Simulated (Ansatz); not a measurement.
# OsBr2: the cell at several levels of theory

Aim: relax OsBr2 (1T monolayer) with PBE, r2SCAN, PBEsol, LDA and HSE06 and see how far the functionals disagree on the cell. This is a trial cell built on a prototype, not taken from a measured structure, and it needn't be the compound's ground state.

Program: Ansatz 0.2.0. PAW datasets, plane waves, zero pressure. The cell comes from a prototype generator: it can be a known phase or a hypothetical one. Spin polarisation is off.

### Step 1. The cell

The sheet's in-plane cell has a = 3.907 Å, b = 3.907 Å (γ = 120.0°), and its outermost atoms lie 3.18 Å apart along the normal. Around Os lie 6 Br at 2.76 Å; around Br lie 3 Os at 2.76 Å.

The structure in full:

```
CELL_PARAMETERS angstrom
3.90729 0.00000 0.00000
-1.95364 3.38381 0.00000
0.00000 0.00000 18.00000
ATOMIC_POSITIONS crystal
Os 0.00000 0.00000 0.50000
Br 0.33333 0.66667 0.58820
Br 0.66667 0.33333 0.41180
```
Periodic in the plane only; c spans the vacuum.

### Step 2. Relaxing with PBE

input.yaml reads:

```yaml
crystal:
  lattice:
    - [3.90728904, 0.0, 0.0]
    - [-1.95364452, 3.3838115686, 0.0]
    - [0.0, 0.0, 18.0]
  atoms:
    - { symbol: Os, position: [0.0, 0.0, 0.5] }
    - { symbol: Br, position: [0.3333333333, 0.6666666667, 0.5882044513] }
    - { symbol: Br, position: [0.6666666667, 0.3333333333, 0.4117955487] }
  periodic: [true, true, false]
kpoints:
  mp_grid: { grid: [12, 12, 1] }
hamiltonian:
  xc: pbe
scf:
  occupations: { method: fermi_dirac, width: 0.02 }
relax:
  f_tol: 0.005
  cell: {}
```

The runs that follow: r2SCAN: cell and atoms; Relaxing with PBEsol; LDA: cell and atoms; Relaxation with HSE06.

What does the calculation give? Wanted: for each run, a; area; SCF geometries.

As calculated:

| level | a (Å) | area (Å²/atom) | SCF geometries |
| --- | --- | --- | --- |
| PBE | 3.830 | 4.234 | 7 |
| r2SCAN | 3.794 | 4.154 | 5 |
| PBEsol | 3.778 | 4.121 | 6 |
| LDA | 3.751 | 4.063 | 6 |
| HSE06 | 3.783 | 4.131 | 5 |

In words: The first relaxation changed the area by -3.9 % from the start. The area runs from LDA (least) to PBE (most), a spread of 4.2 %, or 2.1 % in length if all axes shared it alike. The meshes differ: PBE 12×12×1, r2SCAN 12×12×1, PBEsol 12×12×1, LDA 12×12×1, HSE06 6×6×1.
